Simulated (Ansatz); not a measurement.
Geometry optimisation, Ansatz, DFT PBE, scalar-relativistic, plane waves, PAW.

The input (input.yaml):

```yaml
crystal:
  lattice:
    - [-4.59, -4.59, 0.0]
    - [4.59, -4.59, 0.0]
    - [0.0, 0.0, 5.92]
  atoms:
    - { symbol: Ti, position: [0.5, 0.5, 0.0] }
    - { symbol: Ti, position: [0.0, 0.5, 0.25] }
    - { symbol: O, position: [0.173, 0.5, 0.0] }
    - { symbol: O, position: [0.0, 0.173, 0.25] }
    - { symbol: O, position: [0.827, 0.5, 0.0] }
    - { symbol: O, position: [0.0, 0.827, 0.25] }
    - { symbol: Ti, position: [0.5, 0.5, 0.5] }
    - { symbol: Ti, position: [0.0, 0.5, 0.75] }
    - { symbol: O, position: [0.173, 0.5, 0.5] }
    - { symbol: O, position: [0.0, 0.173, 0.75] }
    - { symbol: O, position: [0.827, 0.5, 0.5] }
    - { symbol: O, position: [0.0, 0.827, 0.75] }
    - { symbol: Ti, position: [0.0, 0.0, 0.0] }
    - { symbol: O, position: [0.673, 0.0, 0.0] }
    - { symbol: O, position: [0.5, 0.673, 0.25] }
    - { symbol: O, position: [0.327, 0.0, 0.0] }
    - { symbol: O, position: [0.5, 0.327, 0.25] }
    - { symbol: Ti, position: [0.0, 0.0, 0.5] }
    - { symbol: Ti, position: [0.5, 0.0, 0.25], spin: 1.0 }
    - { symbol: O, position: [0.673, 0.0, 0.5] }
    - { symbol: O, position: [0.5, 0.673, 0.75] }
    - { symbol: O, position: [0.327, 0.0, 0.5] }
    - { symbol: O, position: [0.5, 0.327, 0.75] }
magnetization:
  spin_polarized: true
total_charge: -1
basis:
  ecutwfc: 420.0
kpoints:
  mp_grid: { grid: [2, 2, 2] }
hamiltonian:
  xc: pbe
  pseudopotentials: { kind: paw, azcp: { folder: soft_1 } }
scf:
  occupations: { method: gaussian, width: 0.02 }
  lower_state_search: "off"
relax:
  f_tol: 0.03
  max_steps: 60
  adjacent_minimum: "off"
output:
  write_density: true
  write_potential: true
  elf: true
  volumetric_format: npy
```

Run as:

```bash
$ ansatz run input.yaml --threads 4 --pin off --max-ram 10240MiB --backend cpu --events-out ev --progress --plain --runs-dir out
```

Q: Where does it end, and by what steps?

A: It converged. The force dipped under the threshold on the way, but the program's further checks kept it going. Limits of this set-up: coarse k mesh, a small cell, in which the defect meets its images, a typed lattice constant that wasn't relaxed here, charged cell in a uniform background, uncorrected. After 10 steps the energy has fallen by 4.372 eV; O16 moved furthest, 0.30 Å.

| step | energy less start (eV) | largest force component (eV/Å) | accepted |
| --- | --- | --- | --- |
| 0 | 0.0000 | 3.009 | yes |
| 1 | -3.0245 | 1.374 | yes |
| 2 | -4.2710 | 0.856 | yes |
| 3 | -4.3461 | 0.482 | yes |
| 4 | -4.3627 | 0.110 | yes |
| 5 | -4.3646 | 0.097 | yes |
| 6 | -4.3679 | 0.159 | yes |
| 7 | -4.3700 | 0.097 | yes |
| 8 | -4.3716 | 0.054 | yes |
| 9 | -4.3719 | 0.025 | yes |
| 10 | -4.3719 | 0.025 | yes |

```xyz
23
Lattice="-4.5900 -4.5900 0.0000 4.5900 -4.5900 0.0000 0.0000 0.0000 5.9200" Properties=species:S:1:pos:R:3
Ti 0.000 -4.590 -0.094
Ti 2.295 -2.295 1.480
O 1.405 -3.185 0.005
O 0.917 -0.917 1.480
O -1.405 -5.995 0.005
O 3.673 -3.673 1.480
Ti 0.000 -4.590 3.054
Ti 2.295 -2.295 4.440
O 1.405 -3.185 2.955
O 0.913 -0.913 4.440
O -1.405 -5.995 2.955
O 3.677 -3.677 4.440
Ti 0.000 0.000 -0.028
O -3.271 -3.271 0.152
O 0.909 -5.499 1.480
O -1.319 -1.319 0.152
O -0.909 -3.681 1.480
Ti 0.000 0.000 2.988
Ti -2.295 -2.295 1.480
O -3.271 -3.271 2.808
O 0.870 -5.460 4.440
O -1.319 -1.319 2.808
O -0.870 -3.720 4.440
```

Whether the end is a true minimum wasn't checked by a vibrational analysis.

The run took 3.3 min on 4 threads of Arm Neoverse V2 (shared host), peak memory 1.8 GiB.
